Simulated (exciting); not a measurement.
# Sr2Re (F-43m) in exciting: reference runs

Aim: a first look at Sr2Re with PBE, on the cell as given.

All numbers are computed with exciting (release sodium); they aren't measurements. Logs are shortened: lines on timing, memory, paths and dates and some standing lists are left out, and cuts for length are marked.

### 1 The structure

It takes space group F-43m (No. 216, cubic). The conventional cell has a = 6.599 Å, b = 6.599 Å, c = 6.599 Å, α = 90.00°, β = 90.00°, γ = 90.00°. Around Sr (site symmetry -43m) lie 4 Sr at 2.86 Å and 4 Re at 2.86 Å. Sr (site symmetry -43m) is surrounded by 4 Sr at 2.86 Å. Re (site symmetry -43m) has 4 Sr at 2.86 Å as nearest neighbours.

The cell was built by a generator and needn't be a form met in nature.

### 2 Single point, PBE

input.xml reads:

```xml
<input>
  <title>Sr2Re</title>
  <structure speciespath="./" tshift="false">
    <crystal scale="1">
      <basevect>0.000000000000 6.235195492205 6.235195492205</basevect>
      <basevect>6.235195492205 0.000000000000 6.235195492205</basevect>
      <basevect>6.235195492205 6.235195492205 0.000000000000</basevect>
    </crystal>
    <species speciesfile="Sr.xml" rmt="2.3">
      <atom coord="0.250000000000 0.250000000000 0.250000000000"/>
      <atom coord="0.500000000000 0.500000000000 0.500000000000"/>
    </species>
    <species speciesfile="Re.xml" rmt="2.3">
      <atom coord="0.000000000000 0.000000000000 0.000000000000"/>
    </species>
  </structure>
  <groundstate do="fromscratch" ngridk="7 7 7" rgkmax="9" gmaxvr="14" lmaxapw="10" lmaxmat="10" lmaxvr="8" xctype="GGA_PBE" stype="Fermi Dirac" swidth="0.00183747" nempty="16" ValenceRelativity="iora*" epsengy="1e-05" epspot="1e-05" maxscl="60" tforce="true" outputlevel="normal"/>
</input>
```

Potentials or basis: all-electron LAPW+lo, shipped species files, valence relativity iora*.

Run with:

```console
$ OMP_NUM_THREADS=1 exciting_smp
```

INFO.OUT:

```text
================================================================================
EXCITING SODIUM started
[... 10 lines left out ...]

 Lattice vectors (cartesian) :
      0.0000000000      6.2351954922      6.2351954922
      6.2351954922      0.0000000000      6.2351954922
      6.2351954922      6.2351954922      0.0000000000

 Reciprocal lattice vectors (cartesian) :
     -0.5038483007      0.5038483007      0.5038483007
      0.5038483007     -0.5038483007      0.5038483007
      0.5038483007      0.5038483007     -0.5038483007

 Unit cell volume                           :     484.8196560005
 Brillouin zone volume                      :       0.5116339867

 Species :    1 (Sr)
     parameters loaded from                 :    Sr.xml
     name                                   :    strontium
     nuclear charge                         :     -38.00000000
     electronic charge                      :      38.00000000
     atomic mass                            :  159721.48900000
     muffin-tin radius                      :       2.30000000
     # of radial points in muffin-tin       :     400

     atomic positions (lattice) :
       1 :   0.25000000  0.25000000  0.25000000
       2 :   0.50000000  0.50000000  0.50000000

 Species :    2 (Re)
     parameters loaded from                 :    Re.xml
     name                                   :    rhenium
     nuclear charge                         :     -75.00000000
     electronic charge                      :      75.00000000
     atomic mass                            :  339434.59610000
     muffin-tin radius                      :       2.30000000
     # of radial points in muffin-tin       :     450

     atomic positions (lattice) :
       1 :   0.00000000  0.00000000  0.00000000

 Total number of atoms per unit cell        :       3

 Spin treatment                             :    spin-unpolarised

 Number of Bravais lattice symmetries       :      48
 Number of crystal symmetries               :      24

 k-point grid                               :       7    7    7
 Total number of k-points                   :      30
 k-point set is reduced with crystal symmetries

 R^MT_min * |G+k|_max (rgkmax)              :       9.00000000
 Species with R^MT_min                      :       1 (Sr)
 Maximum |G+k| for APW functions            :       3.91304348
 Maximum |G| for potential and density      :      14.00000000

 G-vector grid sizes                        :      40    40    40
 Total number of G-vectors                  :   22419

 Maximum angular momentum used for
     APW functions                          :      10
     computing H and O matrix elements      :      10
     potential and density                  :       8
     inner part of muffin-tin               :       2

 Total nuclear charge                       :    -151.00000000
 Total electronic charge                    :     151.00000000
 Total core charge                          :     102.00000000
 Total valence charge                       :      49.00000000

 Number of empty states                     :      16
 Total number of valence states             :      41

 Maximum Hamiltonian size                   :     574
 Maximum number of plane-waves              :     531
 Total number of local-orbitals             :      43

 Exchange-correlation type                  :      20
     Perdew-Burke-Ernzerhof, Phys. Rev. Lett. 77, 3865 (1996)
     Generalised gradient approximation (GGA)

[... 20 lines left out ...]
+ SCF iteration number :    1                                                  +
++++++++++++++++++++++++++++++++++++++++++++++++++++++++++++++++++++++++++++++++
 Total energy                               :    -23085.95887682
 _______________________________________________________________
 Fermi energy                               :         0.30508330
 Kinetic energy                             :     25448.50375346
 Coulomb energy                             :    -47990.44289836
 Exchange energy                            :      -535.64051829
 Correlation energy                         :        -8.37921363

 DOS at Fermi energy (states/Ha/cell)       :       191.21452397

 Electron charges :
     core                                   :       102.00000000
     core leakage                           :         0.00037312
     valence                                :        49.00000000
     interstitial                           :         6.77317772
     charge in muffin-tin spheres :
                  atom     1    Sr          :        35.73294575
                  atom     2    Sr          :        35.50581613
                  atom     3    Re          :        72.98806039
     total charge in muffin-tins            :       144.22682228
     total charge                           :       151.00000000
[... 254 lines left out ...]
 Electron charges :
     core                                   :       102.00000000
     core leakage                           :         0.00036552
     valence                                :        49.00000000
     interstitial                           :         7.04599351
     charge in muffin-tin spheres :
                  atom     1    Sr          :        35.79123242
                  atom     2    Sr          :        35.64382568
                  atom     3    Re          :        72.51894839
     total charge in muffin-tins            :       143.95400649
     total charge                           :       151.00000000

 RMS change in effective potential (target) :  0.164818E-02  ( 0.100000E-04)
 Absolute change in total energy   (target) :  0.148491      ( 0.100000E-04)
 Charge distance                   (target) :  0.753228E-04  ( 0.100000E-04)
 Abs. change in max-nonIBS-force   (target) :   0.00000      ( 0.500000E-04)

++++++++++++++++++++++++++++++++++++++++++++++++++++++++++++++++++++++++++++++++
[... 7 further cycles ...]
+ SCF iteration number :   18                                                  +
++++++++++++++++++++++++++++++++++++++++++++++++++++++++++++++++++++++++++++++++
 Total energy                               :    -23077.48447756
 _______________________________________________________________
 Fermi energy                               :         0.33497383
 Kinetic energy                             :     25456.81894890
 Coulomb energy                             :    -47990.38397935
 Exchange energy                            :      -535.53754004
 Correlation energy                         :        -8.38190707

 DOS at Fermi energy (states/Ha/cell)       :       177.02038302

 Electron charges :
     core                                   :       102.00000000
     core leakage                           :         0.00036579
     valence                                :        49.00000000
     interstitial                           :         7.04678880
     charge in muffin-tin spheres :
                  atom     1    Sr          :        35.79179850
                  atom     2    Sr          :        35.64311067
                  atom     3    Re          :        72.51830203
     total charge in muffin-tins            :       143.95321120
     total charge                           :       151.00000000
[... 259 lines left out ...]
 Electron charges :
     core                                   :       102.00000000
     core leakage                           :         0.00036579
     valence                                :        49.00000000
     interstitial                           :         7.04675131
     charge in muffin-tin spheres :
                  atom     1    Sr          :        35.79178254
                  atom     2    Sr          :        35.64309928
                  atom     3    Re          :        72.51836687
     total charge in muffin-tins            :       143.95324869
     total charge                           :       151.00000000

 RMS change in effective potential (target) :  0.386933E-08  ( 0.100000E-04)
 Absolute change in total energy   (target) :  0.156184E-05  ( 0.100000E-04)
 Charge distance                   (target) :  0.495780E-09  ( 0.100000E-04)
 Abs. change in max-nonIBS-force   (target) :   0.00000      ( 0.500000E-04)

++++++++++++++++++++++++++++++++++++++++++++++++++++++++++++++++++++++++++++++++
| Convergency criteria checked for the last 2 iterations                       +
| Convergence targets achieved. Performing final SCF iteration                 +
++++++++++++++++++++++++++++++++++++++++++++++++++++++++++++++++++++++++++++++++
 Total energy                               :    -23077.48046287
 _______________________________________________________________
 Fermi energy                               :         0.33497096
 Kinetic energy                             :     25456.82004978
 Coulomb energy                             :    -47990.38114966
 Exchange energy                            :      -535.53745748
 Correlation energy                         :        -8.38190551

 DOS at Fermi energy (states/Ha/cell)       :       177.02077296

 Electron charges :
     core                                   :       102.00000000
     core leakage                           :         0.00036579
     valence                                :        49.00000000
     interstitial                           :         7.04675133
     charge in muffin-tin spheres :
                  atom     1    Sr          :        35.79178254
                  atom     2    Sr          :        35.64309928
                  atom     3    Re          :        72.51836685
     total charge in muffin-tins            :       143.95324867
     total charge                           :       151.00000000

++++++++++++++++++++++++++++++++++++++++++++++++++++++++++++++++++++++++++++++++
+ Self-consistent loop stopped                                                 +
++++++++++++++++++++++++++++++++++++++++++++++++++++++++++++++++++++++++++++++++
 STATE.OUT is written

--------------------------------------------------------------------------------
- Writing atomic positions and forces                                          -
--------------------------------------------------------------------------------

 Atomic positions (lattice) :
 atom     1  Sr  :     0.25000000    0.25000000    0.25000000
 atom     2  Sr  :     0.50000000    0.50000000    0.50000000
 atom     3  Re  :     0.00000000    0.00000000    0.00000000

 Total atomic forces including IBS (cartesian) :
 atom     1  Sr  :     0.00000000    0.00000000   -0.00000000
 atom     2  Sr  :    -0.00000000   -0.00000000    0.00000000
 atom     3  Re  :    -0.00000000    0.00000000   -0.00000000

 Atomic force components including IBS (cartesian) :
 atom     1  Sr  :    -0.00000000    0.00000000    0.00000000   HF force
                 :    -0.00000000    0.00000000    0.00000000   core correction
                 :     0.00000000   -0.00000000    0.00000000   IBS correction
 atom     2  Sr  :     0.00000000    0.00000000    0.00000000   HF force
                 :     0.00000000    0.00000000   -0.00000000   core correction
                 :     0.00000000   -0.00000000    0.00000000   IBS correction
 atom     3  Re  :     0.00000000   -0.00000000   -0.00000000   HF force
                 :     0.00000000   -0.00000000   -0.00000000   core correction
                 :    -0.00000000    0.00000000   -0.00000000   IBS correction

********************************************************************************
* Groundstate module stopped                                                   *
********************************************************************************

================================================================================
| EXCITING SODIUM stopped                                                      =
================================================================================
```

Run time: 7.4 min. Hardware: 1 thread of Arm Neoverse V1, shared host; peak memory 0.18 GiB.

Results:

```
Free energy                                       : -627970.2902 eV
Band gap on the k mesh                            : none (metal or under the smearing width)
All electrons inside the program's atomic spheres : Sr 35.79, 35.64; Re 72.52 (radii Sr 2.3, Re 2.3 bohr)
```

Levels at points of the mesh, in eV from the Fermi level:
| k point | band 22 | band 23 | band 24 | band 25 | band 26 | band 27 | band 28 | band 29 |
| --- | --- | --- | --- | --- | --- | --- | --- | --- |
| (0.00, 0.00, 0.00) | -1.85 | -0.19 | -0.19 | -0.19 | 2.43 | 2.43 | 2.43 | 5.26 |

Caveat: the log's total energy holds no entropy term; the free energy is that total less TS from the occupations.
